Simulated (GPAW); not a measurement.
The system is Zr3S2.

```
CELL_PARAMETERS angstrom
2.90254 1.67578 3.48777
-2.90254 1.67578 3.48777
0.00000 -3.35156 3.48777
ATOMIC_POSITIONS crystal
Zr 0.83873 0.50000 0.16127
Zr 0.50000 0.16127 0.83873
Zr 0.16127 0.83873 0.50000
S 0.66502 0.66502 0.66502
S 0.33498 0.33498 0.33498
```

The cell comes from a database or a generator and needn't be the stable form of this composition.

* Program: GPAW 26.7.0
* Task: relaxation of cell and atoms
* Functional: PBEsol
* Potentials or basis: PAW data sets generated in the run's folder for this functional
* Cutoff: 600 eV
* Basis: pw
* k mesh: 4 × 4 × 4
* Occupations: fermi-dirac, width 0.05 eV
* Spin: no spin polarisation

At the start: pressure -5.5 GPa; volume 20.36 Å³/atom.

Question: Where does the relaxation end?

Answer: Over 11 steps the energy falls by 15.8 meV/atom and the volume is 19.43 Å³/atom (-4.6 %); space group R32 (No. 155, to 0.05 Å).

The path:
| step | energy change (eV) | largest force (eV/Å) | pressure (GPa) | volume (Å³) |
| --- | --- | --- | --- | --- |
| 1 | 0.0000 | 0.1253 | -5.54 | 101.79 |
| 2 | -0.0199 | 0.0889 | -4.86 | 101.18 |
| 3 | -0.0762 | 0.1484 | 0.11 | 97.24 |
| 4 | -0.0773 | 0.1066 | -0.14 | 97.40 |
| 5 | -0.0784 | 0.0357 | -0.22 | 97.41 |
| 6 | -0.0786 | 0.0432 | -0.10 | 97.30 |
| 7 | -0.0787 | 0.0452 | 0.00 | 97.21 |
| 8 | -0.0788 | 0.0359 | 0.10 | 97.12 |
| 9 | -0.0789 | 0.0151 | 0.13 | 97.07 |
| 10 | -0.0790 | 0.0049 | 0.07 | 97.10 |
| 11 | -0.0791 | 0.0079 | 0.01 | 97.15 |

Final structure:
```
Zr S
1.0
     2.85525    1.64848    3.43988
    -2.85525    1.64848    3.43988
     0.00000   -3.29696    3.43988
Zr S
3 2
Direct
  0.83908 0.50000 0.16092
  0.50000 0.16092 0.83908
  0.16092 0.83908 0.50000
  0.66465 0.66465 0.66465
  0.33535 0.33535 0.33535
```

Caveat: later steps reuse the first step's grids.
